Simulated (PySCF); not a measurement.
# Cl6Nb ([NbCl6]2-): the cost of one run

Programs: PySCF 2.14.0, with routines of our own; each step states its level. All values are computed. Atoms count from 0.

## 1. The system as given

7 atoms, charge -2, states of the metal's open shell are computed; geometry from: model start, shaken.

## 2. Geometry optimisation at PBE0-D3(BJ)/def2-SVP

The job: settings as JSON, then the geometry in Å.

```
{"job": {"xc": "PBE0", "basis": "def2-SVP", "d3": "d3bj", "grid": 1, "maxiter": 45, "solvent": "water", "kind": "geom"}, "charge": -2, "metal": "Nb", "open_shell": "d1"}
Nb     0.000020     0.004480    -0.004110
Cl    -0.013360    -0.006820     2.375130
Cl     0.000900     0.020100    -2.397380
Cl     2.380690     0.007350     0.005350
Cl    -2.388420    -0.013960    -0.000440
Cl     0.010430     2.369840    -0.006860
Cl    -0.028520    -2.409340    -0.027630
```

Started as:

```bash
$ OMP_NUM_THREADS=1 python lf_run.py task.json out
```

One launch serves the whole session: the jobs run in the order shown.

Q: Estimate the wall time and peak memory of this first job on 1 thread of Arm Neoverse V2, shared host.

About 6.6 min, with a peak of 1.1 GiB.
